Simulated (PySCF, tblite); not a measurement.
**C₃H₈AsB: geometry, infrared bands, NMR shifts and spin-spin couplings**

What infrared bands, NMR shifts and spin-spin couplings should C₃H₈AsB (`B[AsH]CC=C`) show?

Computed with tblite 0.8.0 and PySCF 2.14.0, with density-fitted response routines of our own, on a single molecule in the gas phase. Atoms count from 0, in the outputs and in this text.

### 1 The starting structure

13 atoms, charge 0, multiplicity 1; geometry from: force field or distance geometry start.

Bonds of the start (Å): B0–As1 2.06, As1–C2 1.98, C2–C3 1.51, C3–C4 1.34, B0–H5 1.17, B0–H6 1.18, As1–H7 1.57, C2–H8 1.11, C2–H9 1.11, C3–H10 1.09, C4–H11 1.08, C4–H12 1.09.

### 2 Relaxing the molecule with GFN2-xTB

The job: settings as JSON, then the geometry in Å.

```
{"job": {"kind": "relax", "xc": "GFN2-xTB", "basis": "xTB"}, "charge": 0, "multiplicity": 1}
B      2.707700     0.133800     0.387100
As     1.001300     0.792000    -0.558200
C     -0.079400    -0.700300     0.166000
C     -1.531300    -0.494600    -0.208900
C     -2.268700     0.463600     0.359400
H      3.706700     0.055700    -0.216900
H      2.675700    -0.124700     1.535100
H      0.647000     1.750200     0.636500
H      0.278400    -1.649500    -0.283500
H      0.015000    -0.763100     1.271100
H     -1.996600    -1.184600    -0.910300
H     -1.842800     1.146600     1.079400
H     -3.317500     0.575500     0.089900
```

Started as:

```sh
OMP_NUM_THREADS=1 python probes_run.py task.json out
```

The driver reads the jobs from task.json and runs them one after another.

Output:

```text
step      E/eV     max force
  0    -381.55516    1.070
  1    -381.60354    0.664
  2    -381.63504    0.414
  3    -381.64072    0.214
  4    -381.64380    0.178
  5    -381.64624    0.111
  6    -381.64727    0.087
  7    -381.64823    0.074
  8    -381.64879    0.064
  9    -381.64927    0.056
 10    -381.64966    0.054
 11    -381.65011    0.057
 12    -381.65067    0.071
 13    -381.65134    0.095
 14    -381.65202    0.106
 15    -381.65261    0.087
 16    -381.65314    0.055
 17    -381.65370    0.075
 18    -381.65438    0.091
 19    -381.65517    0.114
 20    -381.65601    0.111
 21    -381.65675    0.084
 22    -381.65734    0.067
 23    -381.65792    0.072
 24    -381.65865    0.092
 25    -381.65963    0.121
 26    -381.66099    0.152
 27    -381.66282    0.171
 28    -381.66508    0.163
 29    -381.66768    0.132
 30    -381.67041    0.134
 31    -381.67315    0.161
 32    -381.67620    0.215
 33    -381.67980    0.214
 34    -381.68256    0.249
 35    -381.68186    0.471
 36    -381.68882    0.142
 37    -381.69126    0.128
 38    -381.69798    0.167
 39    -381.70049    0.151
 40    -381.70481    0.160
 41    -381.70680    0.105
 42    -381.70839    0.146
 43    -381.71017    0.133
 44    -381.71211    0.201
 45    -381.71357    0.106
 46    -381.71476    0.093
 47    -381.71577    0.091
 48    -381.71660    0.096
 49    -381.71763    0.123
 50    -381.71901    0.119
 51    -381.72078    0.102
 52    -381.72241    0.104
 53    -381.72407    0.119
 54    -381.72606    0.143
 55    -381.72867    0.164
 56    -381.73167    0.173
 57    -381.73491    0.209
 58    -381.73758    0.175
 59    -381.74224    0.222
 60    -381.74833    0.294
 61    -381.75656    0.327
 62    -381.76077    0.236
 63    -381.76598    0.191
 64    -381.77091    0.247
 65    -381.77720    0.211
 66    -381.77893    0.317
 67    -381.77636    0.508
 68    -381.78552    0.152
 69    -381.78727    0.124
 70    -381.79476    0.210
 71    -381.79845    0.140
 72    -381.80303    0.162
 73    -381.80652    0.157
 74    -381.81049    0.142
 75    -381.81425    0.175
 76    -381.81766    0.206
 77    -381.81986    0.226
 78    -381.82321    0.162
 79    -381.82698    0.162
 80    -381.83255    0.139
 81    -381.83731    0.202
 82    -381.84161    0.164
 83    -381.84412    0.228
 84    -381.84754    0.136
 85    -381.85099    0.123
 86    -381.85596    0.209
 87    -381.85725    0.101
 88    -381.85859    0.072
 89    -381.85954    0.104
 90    -381.86076    0.124
 91    -381.86226    0.094
 92    -381.86377    0.115
 93    -381.86487    0.086
 94    -381.86633    0.089
 95    -381.86767    0.066
 96    -381.86849    0.058
 97    -381.86885    0.046
 98    -381.86909    0.037
 99    -381.86923    0.042
100    -381.86937    0.047
101    -381.86951    0.051
102    -381.86967    0.039
103    -381.86983    0.029
104    -381.86994    0.025
105    -381.87002    0.025
106    -381.87010    0.018
107    -381.87018    0.013
108    -381.87023    0.011
109    -381.87026    0.010
```

Wall time 0.55 s (1 thread of Arm Neoverse V1, shared host).

Along the way: (not every step is listed)

| step | energy from step 0 (eV) | largest force (eV/Å) |
| --- | --- | --- |
| 0 | 0.0000 | 1.0704 |
| 1 | -0.0484 | 0.6643 |
| 2 | -0.0799 | 0.4139 |
| 3 | -0.0856 | 0.2144 |
| 4 | -0.0886 | 0.1782 |
| 5 | -0.0911 | 0.1105 |
| 6 | -0.0921 | 0.0867 |
| 7 | -0.0931 | 0.0742 |
| 8 | -0.0936 | 0.0644 |
| 17 | -0.0985 | 0.0753 |
| 26 | -0.1058 | 0.1516 |
| 35 | -0.1267 | 0.4709 |
| 44 | -0.1569 | 0.2008 |
| 53 | -0.1689 | 0.1187 |
| 62 | -0.2056 | 0.2364 |
| 71 | -0.2433 | 0.1401 |
| 80 | -0.2774 | 0.1387 |
| 89 | -0.3044 | 0.1042 |
| 98 | -0.3139 | 0.0368 |
| 104 | -0.3148 | 0.0252 |
| 105 | -0.3149 | 0.0248 |
| 106 | -0.3149 | 0.0180 |
| 107 | -0.3150 | 0.0132 |
| 108 | -0.3151 | 0.0110 |
| 109 | -0.3151 | 0.0100 |

Close pairs (by a distance rule), those that changed most:

| bond | before (Å) | after (Å) | change (Å) |
| --- | --- | --- | --- |
| B0–As1 | 2.059 | 1.976 | -0.083 |
| As1–H7 | 1.572 | 1.505 | -0.066 |
| As1–C2 | 1.980 | 2.022 | +0.042 |
| C2–C3 | 1.514 | 1.482 | -0.032 |
| C2–H9 | 1.111 | 1.091 | -0.020 |
| C2–H8 | 1.110 | 1.094 | -0.015 |
| C3–C4 | 1.336 | 1.323 | -0.013 |
| C4–H12 | 1.089 | 1.077 | -0.012 |

The next job starts from the end point, and lists it.

### 3 Infrared spectrum with GFN2-xTB

The job: settings as JSON, then the geometry in Å.

```
{"job": {"kind": "ir", "xc": "GFN2-xTB", "basis": "xTB"}, "charge": 0, "multiplicity": 1}
B      2.733989     0.136890     0.473916
As     1.247385     0.257956    -0.821897
C     -0.153669    -0.718716     0.260615
C     -1.514769    -0.341582    -0.188365
C     -2.351985     0.405083     0.512205
H      3.492565     1.017215     0.614401
H      2.943798    -0.863433     1.048398
H      0.808743     1.643392    -0.428631
H      0.027901    -1.784882     0.093608
H     -0.018172    -0.501104     1.321357
H     -1.797425    -0.694477    -1.174077
H     -2.096056     0.771711     1.493709
H     -3.326694     0.672434     0.141258
```

Output:

```text
mode    cm-1     km/mol
  1      47.1      0.21
  2      81.9      0.25
  3     135.0      0.27
  4     207.7      1.64
  5     240.6      2.75
  6     390.0     14.00
  7     486.0     20.45
  8     507.2     30.12
  9     580.2      3.88
 10     644.1     13.99
 11     685.0      7.04
 12     711.3     23.60
 13     787.5     44.98
 14     847.1     74.34
 15     882.8     29.15
 16     954.1     20.99
 17    1004.7     11.63
 18    1046.4      2.03
 19    1148.7     20.45
 20    1158.7     77.61
 21    1188.1      7.33
 22    1286.7      2.99
 23    1408.0      3.09
 24    1444.7      1.35
 25    1700.4     17.06
 26    1880.1    671.87
 27    2611.2    134.98
 28    2646.5    135.89
 29    2919.4     45.10
 30    2953.9     20.56
 31    3026.6     42.05
 32    3090.3     25.39
 33    3122.5     48.32
```

Wall time 0.29 s (1 thread of Arm Neoverse V1, shared host).

Which atoms move in the most intense modes:

| cm⁻¹ | km/mol | atoms |
| --- | --- | --- |
| 788 | 45.0 | H6 26 %, H7 24 %, B0 22 %, H5 20 % |
| 847 | 74.3 | H7 28 %, C2 19 %, H9 16 %, H8 15 % |
| 1159 | 77.6 | H6 45 %, H5 44 %, B0 11 % |
| 1880 | 671.9 | H7 99 % |
| 2611 | 135.0 | H6 72 %, H5 23 % |
| 2646 | 135.9 | H5 69 %, H6 20 %, B0 11 % |
| 2919 | 45.1 | H8 92 % |
| 3122 | 48.3 | H12 75 %, H11 15 % |

### 4 Shielding tensors: PBE0/pcSseg-1

Settings changed since step 3:

```diff
@@ -1,2 +1,2 @@
-{"job": {"kind": "ir", "xc": "GFN2-xTB", "basis": "xTB"}, "charge": 0, "multiplicity": 1}
+{"job": {"kind": "nmr", "xc": "PBE0", "basis": "pcSseg-1"}, "charge": 0, "multiplicity": 1}
 B      2.733989     0.136890     0.473916
```

With the program's defaults for keys left out, this is: GIAO PBE0/pcSseg-1 NMR shielding, non-relativistic, gas phase.

Output:

```text
coarse grid: 47832 points
cycle   1  E = -2379.0453689935  dE = -5.445e-01  |g| = 7.301e-01  |ddm| = 3.206e+00
cycle   2  E = -2379.0429481092  dE =  2.421e-03  |g| = 5.818e-01  |ddm| = 6.283e-01
cycle   3  E = -2379.0822128770  dE = -3.926e-02  |g| = 1.170e-01  |ddm| = 4.651e-01
cycle   4  E = -2379.0850329727  dE = -2.820e-03  |g| = 2.722e-02  |ddm| = 1.491e-01
cycle   5  E = -2379.0852564780  dE = -2.235e-04  |g| = 5.252e-03  |ddm| = 3.149e-02
cycle   6  E = -2379.0852628363  dE = -6.358e-06  |g| = 1.431e-03  |ddm| = 5.979e-03
final grid: 100888 points
cycle   7  E = -2379.0852445207  dE =  3.926e-07  |g| = 1.993e-03  |ddm| = 3.565e-03
cycle   8  E = -2379.0852430504  dE =  1.470e-06  |g| = 3.163e-03  |ddm| = 4.171e-03
cycle   9  E = -2379.0852455194  dE = -2.469e-06  |g| = 3.130e-04  |ddm| = 2.462e-03
cycle  10  E = -2379.0852455486  dE = -2.914e-08  |g| = 5.139e-05  |ddm| = 3.872e-04
cycle  11  E = -2379.0852455489  dE = -3.320e-10  |g| = 3.004e-06  |ddm| = 3.130e-05
converged SCF energy = -2379.0852455489

GIAO shielding tensors (ppm)
atom      isotropic    diamagn.    paramagn.     s11        s22        s33       span
  0 B       -6.298     192.920    -199.218   -132.116    -25.118    138.339    270.455
  1 As    1483.889    2877.763   -1393.874   1308.197   1385.106   1758.364    450.166
  2 C      157.087     249.031     -91.944    127.562    155.039    188.658     61.096
  3 C       41.263     255.657    -214.393    -82.600     46.419    159.971    242.571
  4 C       65.533     253.783    -188.250    -46.668     85.994    157.273    203.942
  5 H       21.612      29.145      -7.534      9.960     26.975     27.901     17.940
  6 H       21.771      29.424      -7.653      9.191     27.048     29.073     19.882
  7 H       27.859      30.447      -2.588     20.707     25.154     37.717     17.009
  8 H       28.976      30.896      -1.920     24.657     26.891     35.379     10.722
  9 H       28.478      32.656      -4.178     23.469     27.751     34.213     10.744
 10 H       25.353      30.940      -5.588     22.746     24.640     28.674      5.928
 11 H       26.413      31.626      -5.213     22.603     25.749     30.887      8.284
 12 H       26.490      28.836      -2.346     23.430     25.442     30.598      7.168
```

Run time: 16 s. Hardware: 1 thread of Arm Neoverse V1, shared host; peak memory 0.67 GiB.

Shifts follow as δ = σ(reference) − σ, with reference shieldings (ppm) from runs at the same level and on the same kind of geometry: ¹H TMS 31.72, ¹³C TMS 186.9, ¹¹B BF3·OEt2 100.1, ⁷⁵As AsH3 1989. The references are single molecules in the gas phase. Shifts against hydride references such as AlH4− lie on their own scale. Atoms listed in one row are averaged.

| atoms | environment | σ (ppm) | δ (ppm) |
| --- | --- | --- | --- |
| C3 | alkene CH | 41.3 | 145.7 |
| C4 | terminal =CH2 carbon | 65.5 | 121.4 |
| C2 | allylic sp3 CH2 bonded to As | 157.1 | 29.8 |
| H5, H6 | hydrogen on a boron bonded to As | 21.69 | 10.03 |
| H10 | hydrogen on an alkene CH | 25.35 | 6.36 |
| H11 | hydrogen on a terminal =CH2 carbon | 26.41 | 5.30 |
| H12 | hydrogen on a terminal =CH2 carbon | 26.49 | 5.23 |
| H7 | hydrogen on an arsenic bonded to C, B | 27.86 | 3.86 |
| H8, H9 | hydrogen on an allylic sp3 CH2 bonded to As | 28.73 | 2.99 |
| B0 | boron bonded to As, 2 H | -6.3 | 106.4 |
| As1 | arsenic bonded to C, B, H | 1484 | 505 |

Charges from the same density, by scheme (e):

| atoms | Mulliken | IAO | Hirshfeld | ESP fit |
| --- | --- | --- | --- | --- |
| B0 | 0.05 | -0.19 | 0.07 | 0.35 |
| As1 | -0.12 | 0.27 | 0.11 | -0.24 |
| C2 | -0.32 | -0.41 | -0.11 | 0.00 |
| C3 | -0.21 | -0.13 | -0.04 | -0.17 |
| C4 | -0.15 | -0.33 | -0.11 | -0.48 |

Mayer bond orders: B0–As1 1.15, As1–C2 0.96, C2–C3 1.04, C3–C4 1.96.

### 5 Indirect couplings: B3LYP/pcSseg-1+pcJ-1

Settings changed since step 4:

```diff
@@ -1,2 +1,2 @@
-{"job": {"kind": "nmr", "xc": "PBE0", "basis": "pcSseg-1"}, "charge": 0, "multiplicity": 1}
+{"job": {"kind": "j", "xc": "B3LYP", "basis": "pcJ-1"}, "charge": 0, "multiplicity": 1}
 B      2.733989     0.136890     0.473916
```

Level: B3LYP/pcJ-1 As:pcSseg-1 indirect spin-spin coupling, non-relativistic, gas phase.

Output:

```text
coarse grid: 47832 points
cycle   1  E = -2379.5809353492  dE = -5.876e-01  |g| = 8.008e-01  |ddm| = 2.976e+00
cycle   2  E = -2379.5648242233  dE =  1.611e-02  |g| = 7.023e-01  |ddm| = 7.535e-01
cycle   3  E = -2379.6286732875  dE = -6.385e-02  |g| = 1.455e-01  |ddm| = 5.773e-01
cycle   4  E = -2379.6334945732  dE = -4.821e-03  |g| = 3.817e-02  |ddm| = 1.891e-01
cycle   5  E = -2379.6339134070  dE = -4.188e-04  |g| = 7.939e-03  |ddm| = 4.005e-02
cycle   6  E = -2379.6339284476  dE = -1.504e-05  |g| = 1.958e-03  |ddm| = 9.411e-03
cycle   7  E = -2379.6339292846  dE = -8.370e-07  |g| = 1.201e-03  |ddm| = 3.017e-03
final grid: 100888 points
cycle   8  E = -2379.6338871626  dE =  9.254e-07  |g| = 2.249e-03  |ddm| = 2.957e-03
cycle   9  E = -2379.6338834653  dE =  3.697e-06  |g| = 4.376e-03  |ddm| = 5.072e-03
cycle  10  E = -2379.6338884926  dE = -5.027e-06  |g| = 1.296e-04  |ddm| = 3.329e-03
cycle  11  E = -2379.6338884971  dE = -4.444e-09  |g| = 1.135e-05  |ddm| = 1.167e-04
cycle  12  E = -2379.6338884971  dE = -3.092e-11  |g| = 2.813e-06  |ddm| = 1.665e-05
converged SCF energy = -2379.6338884971

Indirect spin-spin couplings (Hz)
  i      j    bonds     total        FC       PSO       DSO        SD
  0 B    2 C    2     -0.104     0.198    -0.180    -0.017    -0.105
  0 B    3 C    3      4.055     4.065     0.113    -0.117    -0.004
  0 B    5 H    1    139.850   140.614    -2.020     0.748     0.508
  0 B    6 H    1    138.116   138.907    -2.050     0.776     0.484
  0 B    7 H    2     -2.771    -2.050    -0.439    -0.302     0.021
  0 B    8 H    3     -0.615    -0.260    -0.191    -0.126    -0.038
  0 B    9 H    3      3.924     3.812    -0.174     0.301    -0.015
  0 B   10 H    4     -0.429    -0.131     0.255    -0.573     0.019
  0 B   11 H    5     -0.167    -0.158     0.058    -0.107     0.040
  0 B   12 H    5     -0.212    -0.065     0.223    -0.352    -0.019
  2 C    3 C    1     44.538    46.211    -1.945     0.272         -
  2 C    4 C    2      0.807     0.996    -0.176    -0.013         -
  2 C    5 H    3      4.838     5.044     0.132    -0.338         -
  2 C    6 H    3      4.101     4.038    -0.077     0.140         -
  2 C    7 H    2      2.182     2.111     0.192    -0.121         -
  2 C    8 H    1    144.366   142.321     0.891     1.154         -
  2 C    9 H    1    147.384   145.460     0.749     1.175         -
  2 C   10 H    2      6.358     6.440    -0.018    -0.064         -
  2 C   11 H    3      9.655     9.661    -0.127     0.120         -
  2 C   12 H    3     14.566    14.555     0.415    -0.404         -
  3 C    4 C    1     78.354    87.962    -9.773     0.165         -
  3 C    5 H    4      1.047     1.183     0.172    -0.307         -
  3 C    6 H    4     -0.189    -0.120     0.142    -0.211         -
  3 C    7 H    3      0.853     0.704    -0.041     0.190         -
  3 C    8 H    2     -7.036    -7.004    -0.032     0.000         -
  3 C    9 H    2     -3.446    -3.180    -0.244    -0.022         -
  3 C   10 H    1    159.531   158.355     0.237     0.939         -
  3 C   11 H    2     -1.625     0.227    -1.398    -0.453         -
  3 C   12 H    2     -0.160     1.581    -1.250    -0.492         -
  4 C    5 H    5      0.304     0.385     0.106    -0.187         -
  4 C    8 H    3      8.238     8.288     0.339    -0.389         -
  4 C    9 H    3      7.254     7.508    -0.341     0.087         -
  4 C   10 H    2      1.744     3.380    -1.146    -0.490         -
  4 C   11 H    1    160.667   159.517     0.516     0.634         -
  4 C   12 H    1    165.335   164.225     0.528     0.582         -
  5 H    6 H    2     -1.909    -2.221     1.872    -1.560         -
  5 H    7 H    3      4.351     4.106    -0.087     0.332         -
  5 H    8 H    4     -1.193    -0.638     0.842    -1.396         -
  5 H    9 H    4     -0.243    -0.135     0.319    -0.427         -
  5 H   10 H    5     -0.569     0.033     0.779    -1.381         -
  5 H   11 H    6     -0.307    -0.147     0.191    -0.351         -
  5 H   12 H    6     -0.296    -0.051     0.588    -0.833         -
  6 H    7 H    3      5.848     7.169     1.049    -2.370         -
  6 H    9 H    4      0.233    -0.145    -0.670     1.047         -
  6 H   10 H    5     -0.280     0.087     0.694    -1.060         -
  7 H    8 H    3     10.790    12.542     1.753    -3.504         -
  7 H    9 H    3      2.315     2.158    -0.087     0.243         -
  7 H   10 H    4     -0.162    -0.015     0.474    -0.621         -
  7 H   11 H    5      0.734     0.110    -0.391     1.015         -
  7 H   12 H    5      0.449     0.097     0.419    -0.067         -
  8 H    9 H    2    -10.901   -11.938     2.513    -1.476         -
  8 H   10 H    3      5.989     5.580     0.315     0.094         -
  8 H   11 H    4     -2.154    -2.215     1.270    -1.209         -
  8 H   12 H    4     -1.379    -1.405     1.586    -1.560         -
  9 H   10 H    3     13.430    13.268     2.733    -2.572         -
  9 H   11 H    4     -0.250    -0.596    -1.501     1.848         -
  9 H   12 H    4     -0.312    -0.328     1.529    -1.513         -
 10 H   11 H    3     17.658    18.010     2.827    -3.179         -
 10 H   12 H    3     11.425    11.693     0.279    -0.546         -
 11 H   12 H    2      0.324    -0.047     3.846    -3.476         -
```

Wall time 45 s (1 thread of Arm Neoverse V1, shared host); peak memory 0.95 GiB.

A choice of the couplings up to four bonds, sorted by the number of bonds, with means over like pairs; isotopes 11B, 13C, 1H:

| pair | bonds | J (Hz) | Fermi contact (Hz) | dihedral (°) |
| --- | --- | --- | --- | --- |
| C4–H12 | 1 | 165.3 | 164.2 | – |
| C4–H11 | 1 | 160.7 | 159.5 | – |
| C3–H10 | 1 | 159.5 | 158.4 | – |
| C2–H8 | 1 | 145.9 | 143.9 | – |
| B0–H5 | 1 | 139.0 | 139.8 | – |
| C3–C4 | 1 | 78.4 | 88.0 | – |
| C2–C3 | 1 | 44.5 | 46.2 | – |
| H8–H9 | 2 | -10.9 | -11.9 | – |
| C2–H10 | 2 | 6.4 | 6.4 | – |
| C3–H8 | 2 | -5.2 | -5.1 | – |
| B0–H7 | 2 | -2.8 | -2.0 | – |
| C2–H7 | 2 | 2.2 | 2.1 | – |
| H5–H6 | 2 | -1.9 | -2.2 | – |
| C4–H10 | 2 | 1.7 | 3.4 | – |
| C3–H11 | 2 | -1.6 | 0.2 | – |
| H10–H11 | 3 | 17.7 | 18.0 | -180 |
| C2–H12 | 3 | 14.6 | 14.6 | 179 |
| H10–H12 | 3 | 11.4 | 11.7 | 1 |
| H8–H10 | 3 | 9.7 | 9.4 | – |
| C2–H11 | 3 | 9.7 | 9.7 | -2 |
| C4–H8 | 3 | 7.7 | 7.9 | – |
| H7–H8 | 3 | 6.6 | 7.3 | – |
| H5–H7 | 3 | 5.1 | 5.6 | – |
| C2–H5 | 3 | 4.5 | 4.5 | – |
| H8–H11 | 4 | -1.2 | -1.4 | – |

The spin-dipole term was solved for some atoms only; pairs without it lack that part.

The response was solved for the nuclei of B, C, H alone, so couplings that need other nuclei can be missing.

Quadrupole couplings from the field gradients of the same density:

| atom | isotope | eQq/h (MHz) | η |
| --- | --- | --- | --- |
| As1 | 75As | -187.0 | 0.66 |
| B0 | 11B | 5.493 | 0.17 |

Joined with the shifts from before (PBE0/pcSseg-1, unscaled), the couplings predict the line list below for 300 MHz. Couplings to quadrupolar nuclei are left out.

¹H NMR δ 10.03 (br, 2H), 6.36 (ddt, J = 17.7, 11.4, 9.7 Hz, 1H), 5.30 (dt, J = 17.7, 1.2 Hz, 1H), 5.23 (d, J = 11.4 Hz, 1H), 3.86 (m, 1H), 2.99 (ddd, J = 9.7, 6.6, 1.2 Hz, 2H). The letters are first-order; like nuclei with unlike couplings give more lines.

### 6 Outcome

| quantity | value |
| --- | --- |
| strongest single infrared mode (GFN2-xTB) | 1880 cm⁻¹, 672 km/mol |
| zero-point energy (GFN2-xTB) | 59.8 kcal/mol |
| ¹³C shifts against TMS (PBE0/pcSseg-1) | 145.7, 121.4, 29.8 ppm |
| ¹H shifts against TMS (PBE0/pcSseg-1, means over atoms taken as alike) | 10.03, 6.36, 5.30, 5.23, 3.86, 2.99 ppm |
| ¹¹B shifts against BF3·OEt2 (PBE0/pcSseg-1) | 106.4 ppm |
| ⁷⁵As shifts against AsH3 (PBE0/pcSseg-1) | 505 ppm |
| largest coupling of the table (B3LYP/pcSseg-1+pcJ-1) | ¹J(C,H) C4–H12, 165.3 Hz |

What this shows: Over 109 steps the energy fell by 0.315 eV; of the close pairs, B0–As1 changed most, 2.059 to 1.976 Å. No mode is imaginary among the 33: a minimum at this level. The strongest single mode, at 1880 cm⁻¹, moves mainly H7. Unscaled tight-binding wavenumbers are off by several per cent, some by more. Its intensities can rank the bands wrongly. C3 (alkene CH) lies farthest downfield among carbon, at 145.7 ppm; an sp2 carbon of a C=C bond. At PBE0/pcSseg-1: The widest tensor belongs to As1: span 450 ppm, with a paramagnetic part of -1394 ppm. Of the pairs tabulated at B3LYP/pcSseg-1+pcJ-1, C4–H12 couples most strongly (165.3 Hz; Fermi contact 164.2 Hz). Couplings across rotatable bonds belong to this one conformer; where others are populated, the observed values are averages. Spin-orbit coupling is left out, which matters for shieldings and couplings at and beside the heavy atoms.
